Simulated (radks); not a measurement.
# P⁷⁺ in [He] 2s2 2p4: an all-electron calculation

What are the levels of the phosphorus ion P7+, how large are its shells, and how does its energy divide?

Method: scalar-relativistic Kohn-Sham, MS2 meta-GGA, spin-polarised, spherical densities, finite nucleus; open shells are filled with parallel spins first. Code: radks (a radial shooting solver on a logarithmic mesh, Libxc functionals) version 1.

### 1 Starting point

| Item | Value |
| --- | --- |
| element | phosphorus (Z = 15) |
| charge | +7 |
| electrons | 8 |
| configuration | [He] 2s2 2p4 |
| nuclear rms radius | 3.1889 fm |

Outer shells as boxes (Hund's rule):

P⁷⁺
```
[He] core
2s [↑↓]
2p [↑↓][↑ ][↑ ]
```

### 2 The run

Input:

```text
Z 15
configuration [He] 2s2 2p4
relativity scalar-relativistic
functional ms2,regtpss
spin polarised
nucleus finite rms 3.1889 fm
c 137.035999084
```

Command:

```sh
$ python run_ks.py task.json out
```

This one command runs every case of the session in turn.

**Question.** What will this run give?

**Answer**, as computed:

```
                        quantity                      value
                    total energy         -317.77158 hartree
exchange-correlation share of it                     5.82 %
                            −T/E                     1.0040
          highest occupied level        2p down, -285.91 eV
    most extended occupied level  2s down, <r> = 0.490 bohr
 radius at density 0.001 e/bohr³                  1.47 bohr
    maxima of the radial density                          2
         ionisation energy, NIST       309.6 (semi-emp.) eV
```

The radial density shows 2 maxima for 2 occupied principal shells. Relativity lifts −T/E to 1.004. Minus the highest eigenvalue, 285.91 eV, is 92 % of the tabulated ionisation energy (309.6 eV). Open shells are spherical and high-spin; term and fine-structure splittings are not resolved.
